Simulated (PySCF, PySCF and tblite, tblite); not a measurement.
**B2Cl2H5N3: a path driven as rotation about a bond, and NMR exchange**

How fast is rotation about a bond in B2Cl2H5N3 (`NB(N)NB(Cl)Cl`), and when do the exchanging lines merge?

Computed with tblite 0.8.0 (tight binding) and PySCF 2.14.0 (DFT, with response routines of our own); each step states its level. Atoms count from 0 throughout.

### 1 The molecule as given

12 atoms, charge 0, multiplicity 1; geometry from: force field or distance geometry start.

Bonds of the start (Å): B1–N2 1.51, B1–N3 1.53, B4–Cl5 1.83, B4–Cl6 1.85, N0–B1 1.52, N0–H7 1.04, N0–H8 1.04, N2–H10 1.06, N2–H9 1.05, N3–B4 1.53, N3–H11 1.03.

### 2 GFN2-xTB relaxation, start minimum

The job: settings as JSON, then the geometry in Å.

```
{"job": {"xc": "GFN2-xTB", "basis": "xTB", "kind": "relax"}, "charge": 0, "multiplicity": 1}
N     -1.580100    -0.963600     0.487900
B     -0.584700    -0.014600    -0.162500
N     -0.869300     1.468900    -0.227500
N      0.710700    -0.570500    -0.751500
B      1.883400    -0.152800     0.139700
Cl     2.828600    -1.428700     1.059100
Cl     2.519000     1.587200     0.073000
H     -1.086600    -1.457900     1.263400
H     -1.837900    -1.677600    -0.229300
H     -1.030500     1.806400     0.751800
H     -1.790500     1.576200    -0.736100
H      0.839200    -0.173500    -1.694100
```

Started as:

```sh
OMP_NUM_THREADS=1 python ens_run.py task.json out
```

This one command runs the whole study; its stages follow in the order run.

Standard output:

```text
step      E/eV     max force
  0    -624.44704    2.429
  1    -624.77511    1.664
  2    -625.08823    1.162
  3    -625.12707    0.418
  4    -625.14540    0.349
  5    -625.15489    0.342
  6    -625.17155    0.399
  7    -625.19036    0.478
  8    -625.22182    0.670
  9    -625.26784    1.129
 10    -625.33095    1.305
 11    -625.40946    1.027
 12    -625.48468    0.876
 13    -625.58527    1.140
 14    -625.69562    1.619
 15    -625.76299    1.626
 16    -625.92665    1.670
 17    -626.11591    1.421
 18    -626.42288    1.648
 19    -626.53876    2.518
 20    -626.57158    2.477
 21    -626.77060    1.290
 22    -626.86029    0.926
 23    -626.99012    0.961
 24    -627.11079    1.222
 25    -627.21779    0.695
 26    -627.28496    0.645
 27    -627.32845    0.734
 28    -627.35839    0.509
 29    -627.38642    0.575
 30    -627.42241    0.429
 31    -627.44717    0.277
 32    -627.46132    0.307
 33    -627.47168    0.256
 34    -627.47641    0.198
 35    -627.48051    0.163
 36    -627.48378    0.140
 37    -627.48658    0.117
 38    -627.48881    0.107
 39    -627.49081    0.100
 40    -627.49219    0.077
 41    -627.49328    0.088
 42    -627.49450    0.092
 43    -627.49626    0.137
 44    -627.49824    0.122
 45    -627.49987    0.104
 46    -627.50120    0.102
 47    -627.50247    0.088
 48    -627.50353    0.097
 49    -627.50427    0.068
 50    -627.50482    0.065
 51    -627.50537    0.064
 52    -627.50590    0.053
 53    -627.50623    0.043
 54    -627.50640    0.033
 55    -627.50655    0.032
 56    -627.50681    0.046
 57    -627.50722    0.062
 58    -627.50770    0.058
 59    -627.50811    0.067
 60    -627.50850    0.068
 61    -627.50905    0.073
 62    -627.51002    0.115
 63    -627.51141    0.129
 64    -627.51271    0.090
 65    -627.51349    0.068
 66    -627.51405    0.061
 67    -627.51496    0.090
 68    -627.51650    0.123
 69    -627.51836    0.129
 70    -627.51977    0.091
 71    -627.52065    0.086
 72    -627.52109    0.112
 73    -627.52176    0.081
 74    -627.52260    0.043
 75    -627.52309    0.056
 76    -627.52335    0.065
 77    -627.52359    0.055
 78    -627.52411    0.037
 79    -627.52448    0.045
 80    -627.52473    0.035
 81    -627.52487    0.034
 82    -627.52500    0.037
 83    -627.52514    0.030
 84    -627.52528    0.023
 85    -627.52538    0.024
 86    -627.52544    0.021
 87    -627.52548    0.016
 88    -627.52553    0.017
 89    -627.52558    0.021
 90    -627.52561    0.015
 91    -627.52564    0.014
 92    -627.52566    0.014
 93    -627.52569    0.017
 94    -627.52573    0.013
 95    -627.52576    0.017
 96    -627.52580    0.018
 97    -627.52583    0.012
 98    -627.52585    0.013
 99    -627.52586    0.010
100    -627.52587    0.011
101    -627.52588    0.012
102    -627.52589    0.011
103    -627.52590    0.007
104    -627.52591    0.005
105    -627.52591    0.004
106    -627.52591    0.004
107    -627.52591    0.005
108    -627.52592    0.005
109    -627.52592    0.006
110    -627.52592    0.005
111    -627.52593    0.004
112    -627.52593    0.003
```

Run time: 1.1 s. Hardware: 1 thread of Arm Neoverse N1, shared host.

The energy fell by 3.079 eV, and the atoms moved 1.09 Å (root mean square).

### 3 Relaxed scan, rotation

The job: settings as JSON, then the geometry in Å.

```
{"job": {"xc": "GFN2-xTB", "basis": "xTB", "coordinate": [["t", [0, 1, 3, 4], 0.25], ["t", [0, 1, 3, 11], 0.25], ["t", [2, 1, 3, 4], 0.25], ["t", [2, 1, 3, 11], 0.25]], "kind": "drive"}, "charge": 0, "multiplicity": 1}
N     -1.057513    -1.085948     0.490750
B     -0.603811     0.110460    -0.067870
N     -1.497567     1.083174    -0.548850
N      0.834094     0.413443    -0.181560
B      1.985598    -0.271147     0.169584
Cl     1.974583    -1.836691     0.915616
Cl     3.549326     0.456144    -0.143275
H     -0.439065    -1.794502     0.841010
H     -2.029881    -1.315413     0.578213
H     -1.212535     1.953642    -0.957168
H     -2.493564     0.970329    -0.514373
H      0.991534     1.315822    -0.608104
```

Standard output:

```text
point  coordinate     E/eV
  0    104.800     -627.51726
  1    119.600     -627.49278
  2    134.500     -627.45433
  3    149.500     -627.41208
  4    164.700     -627.37597
  5    179.900     -627.36194
  6    195.100     -627.37507
  7    210.300     -627.41033
  8    225.300     -627.45376
  9    240.200     -627.49333
 10    255.100     -627.51705
 11    269.900     -627.52529
```

It took 4.8 s on 1 thread of Arm Neoverse N1, shared host.

The highest point is number 5, 3.6 kcal/mol above the first.

### 4 Nudged elastic band, leg 1

The job, as its differences from that of step 3:

```diff
@@ -1,2 +1,2 @@
-{"job": {"xc": "GFN2-xTB", "basis": "xTB", "coordinate": [["t", [0, 1, 3, 4], 0.25], ["t", [0, 1, 3, 11], 0.25], ["t", [2, 1, 3, 4], 0.25], ["t", [2, 1, 3, 11], 0.25]], "kind": "drive"}, "charge": 0, "multiplicity": 1}
+{"job": {"xc": "GFN2-xTB", "basis": "xTB", "kind": "neb"}, "charge": 0, "multiplicity": 1}
 N     -1.057513    -1.085948     0.490750
```

Standard output:

```text
image   E - E0 / eV
  0       0.0000
  1       0.0338
  2       0.1135
  3       0.1636
  4       0.1101
  5       0.0303
  6       0.0000
```

It took 2 s on 1 thread of Arm Neoverse N1, shared host; peak memory 0.19 GiB.

The highest point is number 3, 3.8 kcal/mol above the first.

### 5 Saddle search, leg 1

The job: settings as JSON, then the geometry in Å.

```
{"job": {"xc": "GFN2-xTB", "basis": "xTB", "kind": "saddle"}, "charge": 0, "multiplicity": 1}
N     -1.202146    -0.756344     1.045272
B     -0.600124     0.106484     0.126295
N     -1.298248     0.689990    -0.934611
N      0.839048     0.465661     0.315859
B      1.938145    -0.156165    -0.232284
Cl     1.734386    -1.565965    -1.232188
Cl     3.552259     0.458167     0.035215
H     -0.687585    -1.206636     1.779216
H     -2.152146    -1.071415     0.970568
H     -0.855251     1.279504    -1.614956
H     -2.254811     0.477896    -1.152689
H      0.986475     1.278822     0.894302
```

Standard output:

```text
step      E/eV     max force
  0    -627.36232   0.0387
  1    -627.36336   0.0192
  2    -627.36337   0.0000
lowest wavenumbers (cm-1): -56.3 73.9 84.6 209.9 268.8 355.6
```

Wall time 2.6 s (1 thread of Arm Neoverse N1, shared host); peak memory 0.19 GiB.

Point group Cs; 1 imaginary mode, 56i cm⁻¹, carried by N2, N0, Cl5. Steps downhill from it reached both ends.

### 6 Saddle search, other pyramid

The job: settings as JSON, then the geometry in Å.

```
{"job": {"xc": "GFN2-xTB", "basis": "xTB", "kind": "saddle"}, "charge": 0, "multiplicity": 1}
N     -1.190556    -0.754143     1.043814
B     -0.600714     0.110627     0.118056
N     -1.311749     0.691231    -0.935563
N      0.838552     0.476179     0.296777
B      1.358018     1.520172     1.028561
Cl     0.293415     2.599665     1.882724
Cl     3.082534     1.789250     1.120552
H     -0.669376    -1.202265     1.774480
H     -2.139973    -1.072799     0.978080
H     -0.877386     1.278715    -1.622960
H     -2.269838     0.476016    -1.142943
H      1.478833    -0.133950    -0.188575
```

Standard output:

```text
step      E/eV     max force
  0    -627.34493   0.2422
  1    -627.36133   0.2925
  2    -627.36309   0.0389
  3    -627.36332   0.0137
  4    -627.36337   0.0100
  5    -627.36337   0.0054
  6    -627.36337   0.0000
lowest wavenumbers (cm-1): -56.3 73.9 84.6 209.9 268.7 355.6
```

Run time: 3.2 s. Hardware: 1 thread of Arm Neoverse N1, shared host; peak memory 0.19 GiB.

Point group Cs; 1 imaginary mode, 56i cm⁻¹, carried by N0, N2, Cl5. Steps downhill from it reached both ends.

### 7 DFT refinement, start: PBE0-D3(BJ)/def2-SVP

The job: settings as JSON, then the geometry in Å.

```
{"job": {"xc": "PBE0", "basis": "def2-SVP", "kind": "refine"}, "charge": 0, "multiplicity": 1}
N     -1.057513    -1.085948     0.490750
B     -0.603811     0.110460    -0.067870
N     -1.497567     1.083174    -0.548850
N      0.834094     0.413443    -0.181560
B      1.985598    -0.271147     0.169584
Cl     1.974583    -1.836691     0.915616
Cl     3.549326     0.456144    -0.143275
H     -0.439065    -1.794502     0.841010
H     -2.029881    -1.315413     0.578213
H     -1.212535     1.953642    -0.957168
H     -2.493564     0.970329    -0.514373
H      0.991534     1.315822    -0.608104
```

Standard output:

```text
step      E/eV     max force
  0    -30929.48941   1.0244
  1    -30929.53027   0.4394
  2    -30929.53601   0.0432
  3    -30929.53606   0.0208
  4    -30929.53608   0.0051
```

It took 75 s on 1 thread of Arm Neoverse N1, shared host; peak memory 0.57 GiB.

Gain 0.047 eV; displacement 0.02 Å root mean square.

DFT refinement, saddle of leg 1: PBE0-D3(BJ)/def2-SVP:

The job: settings as JSON, then the geometry in Å.

```
{"job": {"xc": "PBE0", "basis": "def2-SVP", "kind": "refine"}, "charge": 0, "multiplicity": 1}
N     -1.190556    -0.754143     1.043814
B     -0.600714     0.110627     0.118056
N     -1.311749     0.691231    -0.935563
N      0.838552     0.476179     0.296777
B      1.940480    -0.156003    -0.233670
Cl     1.737662    -1.557403    -1.245215
Cl     3.557447     0.423606     0.089268
H     -0.669376    -1.202265     1.774480
H     -2.139973    -1.072799     0.978080
H     -0.877386     1.278715    -1.622960
H     -2.269838     0.476016    -1.142943
H      0.985451     1.286240     0.879877
```

Standard output:

```text
step      E/eV     max force
  0    -30929.32128   0.8819
  1    -30929.36022   0.3666
  2    -30929.33793   0.3670
  3    -30929.36512   0.0261
  4    -30929.36518   0.0141
```

Wall time 78 s (1 thread of Arm Neoverse N1, shared host); peak memory 0.59 GiB.

Relaxing gained 0.044 eV and moved the atoms by 0.02 Å on average (rms).

### 8 Shieldings, start: PBE0/pcSseg-1

The job: settings as JSON, then the geometry in Å.

```
{"job": {"kind": "nmr", "xc": "PBE0", "basis": "pcSseg-1", "pop": false}, "charge": 0, "multiplicity": 1}
N     -1.069769    -1.097075     0.498886
B     -0.613781     0.109854    -0.067532
N     -1.511393     1.095240    -0.557815
N      0.825484     0.409507    -0.178435
B      1.991000    -0.267278     0.166070
Cl     2.008532    -1.872583     0.921152
Cl     3.569055     0.480108    -0.149496
H     -0.438811    -1.802298     0.849785
H     -2.048330    -1.324646     0.586791
H     -1.217606     1.968593    -0.968313
H     -2.514119     0.987268    -0.526820
H      1.020938     1.312624    -0.600300
```

Standard output:

```text
coarse grid: 11712 points
cycle   1  E = -1136.9007389886  dE =  8.678e-01  |g| = 5.990e-01  |ddm| = 3.017e+00
cycle   2  E = -1136.8602082083  dE =  4.053e-02  |g| = 7.571e-01  |ddm| = 8.969e-01
cycle   3  E = -1136.9820209602  dE = -1.218e-01  |g| = 6.482e-02  |ddm| = 5.038e-01
cycle   4  E = -1136.9829403517  dE = -9.194e-04  |g| = 2.906e-02  |ddm| = 8.013e-02
cycle   5  E = -1136.9830893184  dE = -1.490e-04  |g| = 1.004e-02  |ddm| = 2.151e-02
cycle   6  E = -1136.9831099893  dE = -2.067e-05  |g| = 1.585e-03  |ddm| = 7.225e-03
cycle   7  E = -1136.9831104613  dE = -4.720e-07  |g| = 4.146e-04  |ddm| = 1.332e-03
final grid: 105744 points
cycle   8  E = -1137.0091293679  dE = -3.256e-05  |g| = 9.453e-03  |ddm| = 1.827e-02
cycle   9  E = -1137.0091187440  dE =  1.062e-05  |g| = 1.174e-02  |ddm| = 1.280e-02
cycle  10  E = -1137.0091467957  dE = -2.805e-05  |g| = 9.877e-04  |ddm| = 7.296e-03
cycle  11  E = -1137.0091469474  dE = -1.517e-07  |g| = 3.513e-04  |ddm| = 9.481e-04
cycle  12  E = -1137.0091469725  dE = -2.511e-08  |g| = 7.411e-05  |ddm| = 2.282e-04
cycle  13  E = -1137.0091469735  dE = -1.084e-09  |g| = 1.438e-05  |ddm| = 6.555e-05
cycle  14  E = -1137.0091469736  dE = -5.457e-11  |g| = 3.825e-06  |ddm| = 1.520e-05
converged SCF energy = -1137.0091469736

GIAO shielding tensors (ppm)
atom      isotropic    diamagn.    paramagn.     s11        s22        s33       span
  0 N      211.357     317.869    -106.512    176.580    215.438    242.054     65.474
  1 B       79.724     193.153    -113.429     51.503     83.478    104.190     52.687
  2 N      213.165     317.060    -103.895    183.369    198.510    257.616     74.247
  3 N      132.801     322.268    -189.466     31.637    179.353    187.413    155.776
  4 B       65.228     191.520    -126.293     39.565     74.219     81.899     42.334
  5 Cl     809.088    1148.385    -339.297    624.083    886.326    916.854    292.771
  6 Cl     787.492    1146.567    -359.075    619.927    790.860    951.689    331.763
  7 H       27.775      32.100      -4.325     17.831     27.572     37.923     20.093
  8 H       29.537      30.819      -1.283     22.931     26.791     38.888     15.958
  9 H       29.976      31.271      -1.295     23.371     27.899     38.658     15.287
 10 H       29.820      30.471      -0.651     23.018     27.050     39.391     16.372
 11 H       27.123      32.317      -5.194     20.272     29.082     32.016     11.745
```

Wall time 23 s (1 thread of Arm Neoverse N1, shared host); peak memory 0.75 GiB.

Key values: HOMO -7.15 eV, LUMO 0.01 eV; dipole 3.94 D.

### 9 Shieldings, saddle of leg 1: PBE0/pcSseg-1

The job: settings as JSON, then the geometry in Å.

```
{"job": {"kind": "nmr", "xc": "PBE0", "basis": "pcSseg-1", "pop": false}, "charge": 0, "multiplicity": 1}
N     -1.201107    -0.759193     1.059690
B     -0.611092     0.113059     0.121747
N     -1.320640     0.699012    -0.946804
N      0.822503     0.484752     0.306642
B      1.928475    -0.150355    -0.232589
Cl     1.736960    -1.573629    -1.271826
Cl     3.572940     0.432263     0.094132
H     -0.649180    -1.205105     1.777534
H     -2.152744    -1.092567     1.004344
H     -0.852149     1.273584    -1.631821
H     -2.281157     0.486059    -1.174667
H      1.007190     1.292119     0.893616
```

Standard output:

```text
coarse grid: 11712 points
cycle   1  E = -1136.8957250342  dE =  8.527e-01  |g| = 5.968e-01  |ddm| = 3.030e+00
cycle   2  E = -1136.8570879066  dE =  3.864e-02  |g| = 7.515e-01  |ddm| = 8.975e-01
cycle   3  E = -1136.9758902439  dE = -1.188e-01  |g| = 7.199e-02  |ddm| = 5.025e-01
cycle   4  E = -1136.9769849733  dE = -1.095e-03  |g| = 3.265e-02  |ddm| = 8.530e-02
cycle   5  E = -1136.9771752304  dE = -1.903e-04  |g| = 1.030e-02  |ddm| = 2.387e-02
cycle   6  E = -1136.9771971413  dE = -2.191e-05  |g| = 1.518e-03  |ddm| = 7.807e-03
cycle   7  E = -1136.9771975817  dE = -4.404e-07  |g| = 3.928e-04  |ddm| = 1.368e-03
final grid: 105744 points
cycle   8  E = -1137.0034618414  dE = -3.318e-05  |g| = 9.350e-03  |ddm| = 1.771e-02
cycle   9  E = -1137.0034509580  dE =  1.088e-05  |g| = 1.172e-02  |ddm| = 1.296e-02
cycle  10  E = -1137.0034790604  dE = -2.810e-05  |g| = 9.749e-04  |ddm| = 7.421e-03
cycle  11  E = -1137.0034792044  dE = -1.439e-07  |g| = 3.817e-04  |ddm| = 9.395e-04
cycle  12  E = -1137.0034792342  dE = -2.982e-08  |g| = 7.088e-05  |ddm| = 2.477e-04
cycle  13  E = -1137.0034792352  dE = -9.829e-10  |g| = 1.462e-05  |ddm| = 6.436e-05
converged SCF energy = -1137.0034792352

GIAO shielding tensors (ppm)
atom      isotropic    diamagn.    paramagn.     s11        s22        s33       span
  0 N      199.360     317.388    -118.028    151.928    200.947    245.205     93.277
  1 B       76.764     193.545    -116.781     42.495     84.524    103.274     60.779
  2 N      199.232     317.396    -118.164    151.838    200.869    244.990     93.152
  3 N      139.422     323.059    -183.638     47.027    179.456    191.781    144.754
  4 B       66.567     192.430    -125.863     38.426     78.231     83.046     44.620
  5 Cl     822.863    1148.408    -325.545    650.814    877.649    940.127    289.312
  6 Cl     811.685    1146.727    -335.042    638.620    835.082    961.352    322.732
  7 H       29.186      31.240      -2.054     23.279     27.673     36.607     13.328
  8 H       29.225      30.532      -1.306     23.284     25.888     38.504     15.220
  9 H       29.184      31.246      -2.062     23.286     27.688     36.578     13.292
 10 H       29.223      30.538      -1.315     23.293     25.885     38.492     15.199
 11 H       27.342      31.427      -4.085     21.680     27.339     33.007     11.327
```

Run time: 22 s. Hardware: 1 thread of Arm Neoverse N1, shared host; peak memory 0.75 GiB.

This run: HOMO -7.27 eV, LUMO 0.46 eV; dipole 4.08 D.

### 10 Barriers, rates and exchange

The job: settings as JSON, then the geometry in Å.

```
{"job": {"smiles": "NB(N)NB(Cl)Cl", "charge": 0, "mult": 1, "motion": "rotation", "what": "aminoborane", "atoms": [1, 3], "drives": [{"terms": [["t", [0, 1, 3, 4], 0.25], ["t", [0, 1, 3, 11], 0.25], ["t", [2, 1, 3, 4], 0.25], ["t", [2, 1, 3, 11], 0.25]], "by": 180, "n": 12}], "flip": [1, 3], "study": "path", "level": {"kind": "nmr", "xc": "PBE0", "basis": "pcSseg-1"}, "fields": [250, 360, 600], "first": 4, "seed": 144, "refine": {"xc": "PBE0", "basis": "def2-SVP"}, "kind": "path"}, "charge": 0, "multiplicity": 1}
N     -1.057513    -1.085948     0.490750
B     -0.603811     0.110460    -0.067870
N     -1.497567     1.083174    -0.548850
N      0.834094     0.413443    -0.181560
B      1.985598    -0.271147     0.169584
Cl     1.974583    -1.836691     0.915616
Cl     3.549326     0.456144    -0.143275
H     -0.439065    -1.794502     0.841010
H     -2.029881    -1.315413     0.578213
H     -1.212535     1.953642    -0.957168
H     -2.493564     0.970329    -0.514373
H      0.991534     1.315822    -0.608104
```

Standard output:

```text
stationary points (kcal/mol above the start)
  n  kind          group   xTB      DFT    lowest mode
  0  minimum      Cs       0.00     0.00      38.0
  1  saddle       Cs       3.75     3.54     -56.3
  2  minimum      Cs       0.00     0.00      37.7

GFN2-xTB energies: T/K, barrier G, reaction G (kcal/mol), k forward, k back (1/s)
 150.00     3.57     0.00   3.99e+07      4e+07
 200.00     3.67     0.00   8.06e+08   8.08e+08
 250.00     3.80     0.00   4.95e+09   4.95e+09
 298.15     3.94    -0.00   1.61e+10   1.61e+10
 350.00     4.10    -0.00      4e+10      4e+10
 400.00     4.27    -0.00   7.74e+10   7.73e+10
 500.00     4.63    -0.00   1.96e+11   1.96e+11

PBE0-D3(BJ)/def2-SVP energies: T/K, barrier G, reaction G (kcal/mol), k forward, k back (1/s)
 150.00     3.76     0.00   2.09e+07    2.1e+07
 200.00     3.87     0.00   4.97e+08   4.97e+08
 250.00     3.99     0.00   3.36e+09   3.36e+09
 298.15     4.13    -0.00   1.16e+10   1.16e+10
 350.00     4.29    -0.00   3.04e+10   3.03e+10
 400.00     4.46    -0.00   6.08e+10   6.07e+10
 500.00     4.83    -0.00   1.62e+11   1.62e+11

PBE0/pcSseg-1 + D3(BJ) energies: T/K, barrier G, reaction G (kcal/mol), k forward, k back (1/s)
 150.00     3.36     0.00   8.08e+07   8.11e+07
 200.00     3.46     0.00   1.37e+09   1.37e+09
 250.00     3.59     0.00   7.56e+09   7.56e+09
 298.15     3.73    -0.00   2.29e+10   2.29e+10
 350.00     3.89    -0.00   5.42e+10   5.41e+10
 400.00     4.06    -0.00   1.01e+11   1.01e+11
 500.00     4.42    -0.00   2.43e+11   2.42e+11
```

Run time: 3.7 min. Hardware: 1 thread of Arm Neoverse N1, shared host; peak memory 0.75 GiB. This counts the whole study up to here.

Barriers by level (kcal/mol; entropies in cal/(mol K)). Zero-point and thermal terms come from xTB in every row. ΔG‡ leaves symmetry out; the rate counts equivalent paths (a factor of 2); effective ΔG‡, where given, is the barrier that would give that rate by Eyring's equation alone:

| level | ΔE‡ | with zero-point | ΔH‡ | ΔS‡ | ΔG‡ (298 K) | ΔE of reaction | k at 298 K (1/s) | effective ΔG‡ |
| --- | --- | --- | --- | --- | --- | --- | --- | --- |
| GFN2-xTB | 3.75 | 3.42 | 2.98 | -3.2 | 3.94 | 0.00 | 1.6e+10 | 3.53 |
| PBE0-D3(BJ)/def2-SVP | 3.94 | 3.62 | 3.18 | -3.2 | 4.13 | 0.00 | 1.2e+10 | 3.72 |
| PBE0/pcSseg-1 + D3(BJ) | 3.54 | 3.21 | 2.77 | -3.2 | 3.73 | 0.00 | 2.3e+10 | 3.32 |

Sites that the driver pairs across this motion, and where their lines would merge (no couplings; faster rotations or exchange between molecules can average them sooner):

| nucleus | sites: shielding (ppm) | proton frequency (MHz) | spread (Hz) | coalescence (K) | lines at 298 K |
| --- | --- | --- | --- | --- | --- |
| ¹H | H7: 27.77; H9: 29.98 | 250 | 550 | 75 | 1 |
| ¹H | H7: 27.77; H9: 29.98 | 360 | 792 | 77 | 1 |
| ¹H | H7: 27.77; H9: 29.98 | 600 | 1321 | 78 | 1 |
| ¹H | H8: 29.54; H10: 29.82 | 250 | 71 | 69 | 1 |
| ¹H | H8: 29.54; H10: 29.82 | 360 | 102 | 70 | 1 |
| ¹H | H8: 29.54; H10: 29.82 | 600 | 170 | 72 | 1 |
| ¹⁵N | N0: 211.4; N2: 213.2 | 250 | 46 | 68 | 1 |
| ¹⁵N | N0: 211.4; N2: 213.2 | 360 | 66 | 69 | 1 |
| ¹⁵N | N0: 211.4; N2: 213.2 | 600 | 110 | 70 | 1 |

### 11 Summary of results

| quantity | value |
| --- | --- |
| barrier (PBE0/pcSseg-1 + D3(BJ)) | ΔE‡ 3.5, ΔG‡(298 K) 3.7 kcal/mol |
| barrier (GFN2-xTB) | ΔE‡ 3.8 kcal/mol |
| rate at 298 K | 2.3e+10 s⁻¹ |
| end of the path | the start, renumbered or mirrored |
| coalescence of ¹H H7 | 78 K at 600 MHz |

What this shows: DFT puts the top 3.5 kcal/mol above the start (xTB: 3.8); the rate from the DFT barrier is 2.3e+10 s⁻¹ at 298 K. An error of 1.4 kcal/mol changes that rate tenfold. The ¹H lines of H7 and its partners, 1321 Hz apart at 600 MHz, merge at 78 K, so by this path alone the exchange at 298 K is fast for them; other paths were not followed.
